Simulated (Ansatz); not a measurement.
**C₃H₈Cl₂InN: ionisation energy by level of theory**

One table from this session's results is given with a row withheld; the runs are named, their logs left out.

Computed with Ansatz 0.2.0, Gaussian basis. Level: unrestricted cation, the program's frozen cores in correlated methods.

The runs, in order: UKS PBE-D4/def2-TZVPP; UKS r2SCAN-D4/def2-TZVPP; UKS PBE0-D4/def2-TZVPP; UKS B3LYP-D4/def2-TZVPP; UKS wB97X-V/def2-TZVPP; UKS wB97M-V/def2-TZVPP; UKS B2PLYP/def2-TZVPP; UHF-CCSD(T)/def2-TZVPP; UHF-MP2/def2-QZVPP; extrapolation to the limit; then −ε(HOMO) from the neutral's earlier runs with LDA (SPW92), PBE-D4, revPBE-D4, BLYP-D4, r2SCAN-D4, B97M-V, PBE0-D4, B3LYP-D4, r2SCANh-D4, r2SCAN0-D4, HSE06-D4, BHLYP-D4, CAM-B3LYP-D4, LC-ωPBE, ωB97X-V, ωB97M-V.

## Structure used throughout

All runs share one geometry, relaxed beforehand with PBE0-D4 in a triple-zeta def2 set. In takes the def2 core potential; no spin-orbit term is included.

SMILES `CC(C)[NH][In]([Cl])[Cl]`, 15 atoms, charge 0, spin multiplicity 1.

Atoms are counted from 1 here; the program's logs count them from 0.

Bond lengths: C1–C2 1.522 Å, C1–H8 1.093 Å, C1–H9 1.096 Å, C1–H10 1.093 Å, C2–C3 1.516 Å, C2–N4 1.457 Å, C2–H11 1.099 Å, C3–H12 1.092 Å, C3–H13 1.092 Å, C3–H14 1.096 Å, N4–In5 2.004 Å, N4–H15 1.012 Å, In5–Cl6 2.311 Å, In5–Cl7 2.317 Å. Angles: C2–C1–H8 111.5°, C2–C1–H9 110.1°, C2–C1–H10 111.1°, H8–C1–H9 107.8°, H8–C1–H10 108.1°, H9–C1–H10 108.1°, C1–C2–C3 111.4°, C1–C2–N4 113.3°, C1–C2–H11 108.0°, C3–C2–N4 110.1°, C3–C2–H11 107.7°, N4–C2–H11 106.0°, C2–C3–H12 110.8°, C2–C3–H13 110.8°, C2–C3–H14 111.0°, H12–C3–H13 108.5°, H12–C3–H14 107.3°, H13–C3–H14 108.3° and more.

The first run:

in.yaml reads:

```yaml
crystal:
  periodic: [false, false, false]
  atoms:
    - {symbol: C, position_ang: [-1.663038, 0.162309, 0.027387]}
    - {symbol: C, position_ang: [-0.450564, -0.753001, 0.125896]}
    - {symbol: C, position_ang: [0.266610, -0.579102, 1.450415]}
    - {symbol: N, position_ang: [0.487792, -0.589143, -0.976982]}
    - {symbol: In, position_ang: [1.655031, 1.018226, -1.242147]}
    - {symbol: Cl, position_ang: [2.375536, 2.522898, 0.357615]}
    - {symbol: Cl, position_ang: [2.596191, 1.305171, -3.340282]}
    - {symbol: H, position_ang: [-2.388436, -0.047076, 0.818359]}
    - {symbol: H, position_ang: [-1.353987, 1.209463, 0.124377]}
    - {symbol: H, position_ang: [-2.167025, 0.044843, -0.934968]}
    - {symbol: H, position_ang: [-0.804903, -1.792172, 0.070910]}
    - {symbol: H, position_ang: [-0.409382, -0.771902, 2.285763]}
    - {symbol: H, position_ang: [1.113932, -1.263260, 1.525019]}
    - {symbol: H, position_ang: [0.639820, 0.444748, 1.563806]}
    - {symbol: H, position_ang: [0.102412, -0.911993, -1.855157]}
basis:
  gaussian: {orbitals: def2-TZVPP}
total_charge: 1
magnetization: {spin_polarized: true, initial_magnetization: 1}
hamiltonian: {xc: pbe, dispersion: d4}
```

The run is started by

```console
ansatz run in.yaml --threads 2 --pin off --events-out ev --progress --plain --max-ram 32768MiB --backend cuda --devices 0, --max-vram 18GiB
```

Among the steps run: Cation, UKS PBE-D4/def2-TZVPP; Cation, UKS r2SCAN-D4/def2-TZVPP; Cation, UKS PBE0-D4/def2-TZVPP; Cation, UKS B3LYP-D4/def2-TZVPP; Cation, UKS wB97X-V/def2-TZVPP; Cation, UKS wB97M-V/def2-TZVPP; Cation, UKS B2PLYP (frozen core)/def2-TZVPP; Cation, UHF-CCSD(T)/def2-TZVPP; Cation, UHF-MP2/def2-QZVPP.

One of the session's tables, all rows but one given; the rest of the session is left out.

For comparison, −ε(HOMO) of the neutral from earlier runs:

| functional | −ε(HOMO) (eV) |
| --- | --- |
| LDA (SPW92) | 6.20 |
| PBE-D4 | 6.00 |
| revPBE-D4 | 5.92 |
| BLYP-D4 | 5.88 |
| r2SCAN-D4 | 6.25 |
| B97M-V | 6.35 |
| PBE0-D4 | 7.28 |
| B3LYP-D4 | 7.07 |
| r2SCANh-D4 | 6.73 |
| r2SCAN0-D4 | 7.47 |
| HSE06-D4 | 6.88 |
| BHLYP-D4 | ? |
| CAM-B3LYP-D4 | 8.66 |
| LC-ωPBE | 10.00 |
| ωB97X-V | 9.66 |
| ωB97M-V | 9.57 |

Q: Estimate the row for BHLYP-D4 from the others.

Worked estimate for «−ε(HOMO) (eV)». Against the share of exact exchange, BLYP-D4 (0, 5.88), B3LYP-D4 (0.2, 7.07) give a slope of 5.95 per unit share; at 0.5 the line stands at 8.85.

**Answer.** −ε(HOMO) (eV): 8.50. In «−ε(HOMO) (eV)» the line misses by +0.35.

To keep in mind: The cation may have settled in a state other than its lowest; no search over hole states beyond the program's own was made.
